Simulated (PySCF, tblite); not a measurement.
# C₆H₈FOP: geometry, infrared bands and NMR shifts

Aim: predict the infrared bands and NMR shifts of C₆H₈FOP (`COC(F)=C=PC1CC1`).

The runs use tblite 0.8.0 and PySCF 2.14.0, with density-fitted response routines of our own; the level of theory stands in each step. All values are computed, except where a source is named. Atoms count from 0, in the outputs and in this text.

**1. The starting structure**

17 atoms, charge 0, multiplicity 1; geometry from: force field or distance geometry start.

Bonds of the start (Å): C0–O1 1.44, O1–C2 1.36, C2–F3 1.35, C2–C4 1.31, C4–P5 1.67, P5–C6 1.86, C6–C7 1.50, C7–C8 1.53, C8–C6 1.50, C0–H9 1.09, C0–H10 1.11, C0–H11 1.12, C6–H12 1.11, C7–H13 1.11, C7–H14 1.12, C8–H15 1.11, C8–H16 1.08.

**2. Optimising the geometry with GFN2-xTB**

The job: settings as JSON, then the geometry in Å.

```
{"job": {"kind": "relax", "xc": "GFN2-xTB", "basis": "xTB"}, "charge": 0, "multiplicity": 1}
C      3.474700    -1.012100     0.070800
O      2.311900    -0.522100     0.764100
C      1.834900     0.742500     0.582300
F      2.459000     1.763400    -0.051300
C      0.639200     0.991000     1.043300
P     -0.902800     1.300700     1.595900
C     -2.269000     0.939000     0.383400
C     -3.072000    -0.308700     0.571200
C     -2.091300    -0.184200    -0.597500
H      3.710300    -2.042700     0.354700
H      4.367100    -0.386600     0.273000
H      3.226500    -0.897900    -1.015400
H     -2.850400     1.822800     0.060800
H     -2.807400    -1.049000     1.349500
H     -4.163300    -0.238600     0.308800
H     -2.602400    -0.015100    -1.564500
H     -1.271900    -0.890300    -0.541100
```

The run is started by

```
$ OMP_NUM_THREADS=1 python probes_run.py task.json out
```

The driver reads the jobs from task.json and runs them one after another.

**Question.** This job is followed by: GFN2-xTB harmonic vibrations, gas phase; GIAO PBE0/pcSseg-1 NMR shielding, non-relativistic, gas phase. What will the session give for the following? strongest single infrared mode (GFN2-xTB); zero-point energy (GFN2-xTB); 13C shifts against TMS (PBE0/pcSseg-1, means over atoms taken as alike); 1H shifts against TMS (PBE0/pcSseg-1, means over atoms taken as alike); 17O shifts against H2O (PBE0/pcSseg-1); 19F shifts against CFCl3 (PBE0/pcSseg-1); 31P shifts against H3PO4 (PBE0/pcSseg-1); surface potential, 1st and 99th percentile.

**Answer**, as computed:

| quantity | value |
| --- | --- |
| strongest single infrared mode (GFN2-xTB) | 1848 cm⁻¹, 588 km/mol |
| zero-point energy (GFN2-xTB) | 78.6 kcal/mol |
| 13C shifts against TMS (PBE0/pcSseg-1, means over atoms taken as alike) | 245.0, 185.9, 55.3, 21.6, 18.7 ppm |
| 1H shifts against TMS (PBE0/pcSseg-1, means over atoms taken as alike) | 4.00, 1.39, 1.02, 0.83 ppm |
| 17O shifts against H2O (PBE0/pcSseg-1) | 99.4 ppm |
| 19F shifts against CFCl3 (PBE0/pcSseg-1) | -102.4 ppm |
| 31P shifts against H3PO4 (PBE0/pcSseg-1) | 281.1 ppm |
| surface potential, 1st and 99th percentile | -0.97 V and 1.04 V |

What this shows: Over 169 steps the energy fell by 0.830 eV; of the close pairs, C7–H14 changed most, 1.125 to 1.080 Å. No mode is imaginary among the 45: a minimum at this level. The strongest single mode, at 1848 cm⁻¹, moves mainly C4 and C2. GFN2-xTB is a fitted tight-binding method: band positions and strengths are rough. Its intensities can rank the bands wrongly. The most deshielded hydrogen is H9, H10, H11 (mean) (hydrogen on a methyl carbon bonded to O), at 4.00 ppm: its carbon carries O, which withdraws density. At PBE0/pcSseg-1: The widest tensor belongs to P5: span 709 ppm, with a paramagnetic part of -930 ppm. By nearest atom (PBE0/pcSseg-1), the HOMO sits on C4 27 %; P5 21 % and the LUMO on P5 49 %; C4 28 %.
